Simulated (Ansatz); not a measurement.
# CH₄FNOZn: basis-set convergence

One table from this session's results is given with a row withheld; the runs are named, their logs left out.

Program: Ansatz 0.2.0, Gaussian basis. Level of theory: one geometry, several basis sets. These are calculated values, not measurements.

The runs, in order: PBE0-D4/def2-SVP; ωB97M-V/def2-SVP; PBE0-D4/def2-QZVPP; ωB97M-V/def2-QZVPP; the functionals' def2-TZVPP values are taken from earlier runs.

## Structure used throughout

The geometry comes from an earlier relaxation with PBE0-D4 in a triple-zeta def2 set; it is a stationary point, not always the lowest conformer.

SMILES `[NH2][Zn][O]CF`, 9 atoms, charge 0, spin multiplicity 1.

Atoms are counted from 1 here; the program's logs count them from 0.

Bond lengths: N1–Zn2 1.812 Å, N1–H6 1.011 Å, N1–H7 1.011 Å, Zn2–O3 1.808 Å, O3–C4 1.343 Å, C4–F5 1.428 Å, C4–H8 1.098 Å, C4–H9 1.097 Å. Angles: Zn2–N1–H6 115.9°, Zn2–N1–H7 114.7°, H6–N1–H7 107.6°, N1–Zn2–O3 171.4°, Zn2–O3–C4 112.3°, O3–C4–F5 109.0°, O3–C4–H8 113.2°, O3–C4–H9 113.0°, F5–C4–H8 104.8°, F5–C4–H9 105.0°, H8–C4–H9 111.2°.

As a file:

```xyz
9
charge 0, multiplicity 1
N    -0.1002    2.2393   -1.0945
Zn    0.3371    0.7518   -0.1564
O     0.8988   -0.5624    0.9508
C     0.0528   -1.6046    0.9748
F    -1.0709   -1.3102    0.1435
H     0.6526    2.6704   -1.6138
H    -0.8822    2.1262   -1.7260
H     0.4832   -2.5215    0.5514
H    -0.3711   -1.7890    1.9702
```

The first run:

File in.yaml:

```yaml
crystal:
  periodic: [false, false, false]
  atoms:
    - {symbol: N, position_ang: [-0.100225, 2.239263, -1.094451]}
    - {symbol: Zn, position_ang: [0.337107, 0.751772, -0.156440]}
    - {symbol: O, position_ang: [0.898764, -0.562365, 0.950810]}
    - {symbol: C, position_ang: [0.052759, -1.604602, 0.974805]}
    - {symbol: F, position_ang: [-1.070887, -1.310180, 0.143489]}
    - {symbol: H, position_ang: [0.652563, 2.670369, -1.613819]}
    - {symbol: H, position_ang: [-0.882198, 2.126225, -1.726005]}
    - {symbol: H, position_ang: [0.483188, -2.521503, 0.551406]}
    - {symbol: H, position_ang: [-0.371069, -1.788990, 1.970223]}
basis:
  gaussian: {orbitals: def2-SVP}
hamiltonian: {xc: pbe0, dispersion: d4}
output: {orbitals: {seedname: orbitals}}
```

Run with:

```sh
$ ansatz run in.yaml --threads 2 --pin off --events-out ev --progress --plain --max-ram 20480MiB --backend cpu
```

Steps of the session up to this table: PBE0-D4 in def2-SVP; ωB97M-V in def2-SVP; PBE0-D4 in def2-QZVPP; ωB97M-V in def2-QZVPP.

One table of the session follows, with a row left open; its other results are not shown here.

It belongs to the step «Functionals by basis». 

| functional | basis | HOMO (eV) |
| --- | --- | --- |
| PBE0-D4 | def2-SVP | -6.62 |
| PBE0-D4 | def2-TZVPP | -7.09 |
| PBE0-D4 | def2-QZVPP | ? |
| ωB97M-V | def2-SVP | -8.99 |
| ωB97M-V | def2-TZVPP | -9.47 |
| ωB97M-V | def2-QZVPP | -9.51 |

Estimate the missing values for PBE0-D4, def2-QZVPP.

The run gave: HOMO (eV): -7.13. In the column «HOMO (eV)» it lies between ωB97M-V, def2-SVP (-8.99) and PBE0-D4, def2-TZVPP (-7.09).
